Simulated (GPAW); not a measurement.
NiMoIrPdW:

```
Ni Mo Pd Ir W
1.0
     4.14670    0.00000    0.00000
    -2.07335    3.59115    0.00000
     0.00000    0.00000    5.41629
Ni Mo Pd Ir W
1 1 1 1 1
Direct
  0.00000 0.00000 0.02221
  0.66667 0.33333 0.45996
  0.33333 0.66667 0.74601
  0.33333 0.66667 0.25641
  0.66667 0.33333 0.99985
```

The cell was built by a generator and needn't be a form met in nature.

Base run:

```yaml
Program: GPAW 26.7.0
Functional: PW91
Potentials_or_basis: PAW data sets generated in the run's folder for this functional
Cutoff: 600 eV
Basis: pw
k_mesh: 5 × 5 × 4
Occupations: fermi-dirac, width 0.05 eV
Spin: collinear spin, ferromagnetic start
Starting_moments: "[1.0, 1.0, 0.0, 0.6, 0.0] μB"
```

Its results: pressure 0.2 GPa; net moment 0.00 μB per cell; largest force 0.165 eV/Å.

Problem. The run is repeated on the same cell with these changes: functional from PW91 to PBEsol. What comes out?

Solution. Pressure -7.6 GPa; net moment 0.00 μB per cell; largest force 0.232 eV/Å.

PBEsol binds more tightly than PW91, so the same cell stands under less pressure.

Caveats: the stock nickel data set gives pressures a few GPa off other programs.
